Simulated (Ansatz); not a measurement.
# CH7NO2Si: up Jacob's ladder to CCSD(T)

An exercise on one series of results from a longer session: the logs are not shown, and one member is left open.

Program: Ansatz 0.2.0, Gaussian basis. Level of theory: functionals in def2-TZVPP, the program's frozen cores in correlated methods. These are calculated values, not measurements.

Levels to be run: PBE-D4, r2SCAN-D4, PBE0-D4, B3LYP-D4, ωB97X-V, ωB97M-V, B2PLYP; CCSD(T)/def2-TZVPP; MP2/def2-QZVPP; extrapolation to the limit.

### The geometry

The geometry comes from an earlier relaxation with PBE0-D4 in a triple-zeta def2 set; it is a stationary point, not always the lowest conformer.

SMILES `OC(O)N[SiH3]`, 12 atoms, charge 0, spin multiplicity 1.

Atoms are counted from 1 here; the program's logs count them from 0.

Bond lengths: O1–C2 1.394 Å, O1–H6 0.963 Å, C2–O3 1.405 Å, C2–N4 1.418 Å, C2–H7 1.103 Å, O3–H8 0.962 Å, N4–Si5 1.730 Å, N4–H9 1.013 Å, Si5–H10 1.486 Å, Si5–H11 1.489 Å, Si5–H12 1.485 Å. Angles: C2–O1–H6 107.6°, O1–C2–O3 106.2°, O1–C2–N4 110.6°, O1–C2–H7 110.4°, O3–C2–N4 111.8°, O3–C2–H7 109.9°, N4–C2–H7 108.0°, C2–O3–H8 107.4°, C2–N4–Si5 123.0°, C2–N4–H9 110.7°, Si5–N4–H9 118.0°, N4–Si5–H10 107.0°, N4–Si5–H11 115.5°, N4–Si5–H12 107.2°, H10–Si5–H11 108.2°, H10–Si5–H12 110.8°, H11–Si5–H12 108.2°.

Set-up of the first run:

in.yaml

```yaml
crystal:
  periodic: [false, false, false]
  atoms:
    - {symbol: O, position_ang: [-1.531696, -0.783849, 0.822190]}
    - {symbol: C, position_ang: [-0.396160, -0.876031, 0.019744]}
    - {symbol: O, position_ang: [-0.705718, -1.801917, -0.990910]}
    - {symbol: N, position_ang: [-0.058020, 0.393405, -0.513858]}
    - {symbol: Si, position_ang: [0.997210, 1.502773, 0.291984]}
    - {symbol: H, position_ang: [-1.879590, -1.674053, 0.937505]}
    - {symbol: H, position_ang: [0.463555, -1.237625, 0.608649]}
    - {symbol: H, position_ang: [0.029181, -1.807363, -1.611218]}
    - {symbol: H, position_ang: [-0.829420, 0.773413, -1.048423]}
    - {symbol: H, position_ang: [2.188994, 0.729690, 0.727280]}
    - {symbol: H, position_ang: [0.421878, 2.181806, 1.486215]}
    - {symbol: H, position_ang: [1.376689, 2.544750, -0.695158]}
basis:
  gaussian: {orbitals: def2-TZVPP}
hamiltonian: {xc: pbe, dispersion: d4}
output: {forces: true, orbitals: {seedname: orbitals}}
```

On the command line:

```console
> ansatz run in.yaml --threads 4 --pin off --events-out ev --progress --plain --max-ram 10444MiB
```

Steps of the session up to this table: PBE-D4 (GGA); r2SCAN-D4 (meta-GGA); PBE0-D4 (hybrid); B3LYP-D4 (hybrid); ωB97X-V (range-separated); ωB97M-V (range-separated); B2PLYP (double hybrid); CCSD(T) in def2-TZVPP; MP2 in def2-QZVPP.

One table of the session follows, with a row left open; its other results are not shown here.

| method | atomisation energy (eV) |
| --- | --- |
| PBE-D4 | 44.896 |
| r2SCAN-D4 | 44.008 |
| PBE0-D4 | 43.868 |
| B3LYP-D4 | ? |
| ωB97X-V | 44.322 |
| ωB97M-V | 44.294 |
| B2PLYP | 43.563 |
| HF/def2-TZVPP | 30.301 |
| MP2/def2-TZVPP | 43.565 |
| CCSD/def2-TZVPP | 42.163 |
| CCSD(T)/def2-TZVPP | 42.852 |
| MP2/CBS | 44.919 |
| CCSD(T)/CBS | 44.207 |

Q: Estimate the row for B3LYP-D4 from the others.

As computed: atomisation energy (eV): 44.064. In the column «atomisation energy (eV)» it lies between r2SCAN-D4 (44.008) and CCSD(T)/CBS (44.207).
